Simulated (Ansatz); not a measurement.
# GaH2Cl (SMILES [Cl][GaH2]): single points off equilibrium

Aim: energy, forces and dipole at a structure displaced at random from a GFN2-xTB minimum, from CCSD(T) and from density functionals.

Computed with Ansatz 0.2.0, Gaussian basis. Level: single points in def2-TZVPP.

Cores are frozen in the correlated methods. Filled d shells of the heavier atoms are correlated.

**1. The system as given**

SMILES `[Cl][GaH2]`, 4 atoms, charge 0, spin multiplicity 1.

Atoms are counted from 1 here; the program's logs count them from 0.

Bond lengths: Cl1–Ga2 2.050 Å, Ga2–H3 1.576 Å, Ga2–H4 1.567 Å. Angles: Cl1–Ga2–H3 120.3°, Cl1–Ga2–H4 120.7°, H3–Ga2–H4 119.0°.

As a file:

```xyz
4
ClGaH2
Cl   -1.69590    0.50550   -0.75670
Ga    0.10970   -0.04180    0.04530
H     0.62580   -1.52390   -0.09600
H     1.00080    1.00440    0.79920
```

**2. CCSD(T)/def2-TZVPP**

File run/in.yaml:

```yaml
crystal:
  periodic: [false, false, false]
  atoms:
    - {symbol: Cl, position_ang: [-1.695900, 0.505500, -0.756700]}
    - {symbol: Ga, position_ang: [0.109700, -0.041800, 0.045300]}
    - {symbol: H, position_ang: [0.625800, -1.523900, -0.096000]}
    - {symbol: H, position_ang: [1.000800, 1.004400, 0.799200]}
basis:
  gaussian: {orbitals: def2-TZVPP}
correlation: {method: ccsd_t}
output: {forces: true}
```

Launch:

```console
> ansatz run in.yaml --threads 4 --pin off --events-out ev --progress --plain --max-ram 5222MiB
```

**3. PBE0-D4/def2-TZVPP**

Changes to run/in.yaml since step 2:

```diff
@@ -9,3 +9,3 @@
   gaussian: {orbitals: def2-TZVPP}
-correlation: {method: ccsd_t}
-output: {forces: true}
+hamiltonian: {xc: pbe0, dispersion: d4}
+output: {forces: true, orbitals: {seedname: orbitals}}
```

**4. wB97M-V/def2-TZVPP**

Changes to run/in.yaml since step 3:

```diff
@@ -9,3 +9,3 @@
   gaussian: {orbitals: def2-TZVPP}
-hamiltonian: {xc: pbe0, dispersion: d4}
-output: {forces: true, orbitals: {seedname: orbitals}}
+hamiltonian: {xc: {name: wB97M-V}}
+output: {forces: true}
```

**5. r2SCAN-D4/def2-TZVPP**

Changes to run/in.yaml since step 4:

```diff
@@ -9,3 +9,3 @@
   gaussian: {orbitals: def2-TZVPP}
-hamiltonian: {xc: {name: wB97M-V}}
+hamiltonian: {xc: r2scan, dispersion: d4}
 output: {forces: true}
```

**6. PBE-D4/def2-TZVPP**

Changes to run/in.yaml since step 5:

```diff
@@ -9,3 +9,3 @@
   gaussian: {orbitals: def2-TZVPP}
-hamiltonian: {xc: r2scan, dispersion: d4}
+hamiltonian: {xc: pbe, dispersion: d4}
 output: {forces: true}
```

**7. r2SCANh-D4/def2-TZVPP**

Changes to run/in.yaml since step 6:

```diff
@@ -9,3 +9,3 @@
   gaussian: {orbitals: def2-TZVPP}
-hamiltonian: {xc: pbe, dispersion: d4}
+hamiltonian: {xc: {name: r2SCANh}, dispersion: d4}
 output: {forces: true}
```

**8. revPBE-D4/def2-TZVPP**

Changes to run/in.yaml since step 7:

```diff
@@ -9,3 +9,3 @@
   gaussian: {orbitals: def2-TZVPP}
-hamiltonian: {xc: {name: r2SCANh}, dispersion: d4}
+hamiltonian: {xc: {name: revPBE}, dispersion: d4}
 output: {forces: true}
```

(Steps that only read results are left out.)

Before running it: what results should come out? Wanted: energy less free atoms, CCSD(T)/def2-TZVPP; RMS force component; RMS force error; HOMO and LUMO, PBE0-D4; T1 diagnostic.

**Answer**, as computed:

| quantity | value |
| --- | --- |
| energy less free atoms, CCSD(T)/def2-TZVPP | -915.6 kJ/mol |
| RMS force component | 0.802 to 0.921 eV/Å over the methods |
| RMS force error | PBE0-D4 0.076, wB97M-V 0.029, r2SCAN-D4 0.072, PBE-D4 0.096, r2SCANh-D4 0.086, revPBE-D4 0.129 eV/Å |
| HOMO and LUMO, PBE0-D4 | -8.35 and -1.68 eV |
| T1 diagnostic | 0.012 |

What this shows: Against CCSD(T) the functionals' energies less atoms differ by -17.0 to +29.8 kJ/mol, PBE-D4 by +9.7 kJ/mol. A larger basis would deepen the CCSD(T) value, while the functionals are nearly converged already, so the order here is not reliable. The forces of wB97M-V come nearest to CCSD(T), those of revPBE-D4 are farthest. Frozen-core CCSD(T) forces in triple zeta carry basis errors of their own, and this is one geometry, so small gaps rank nothing.
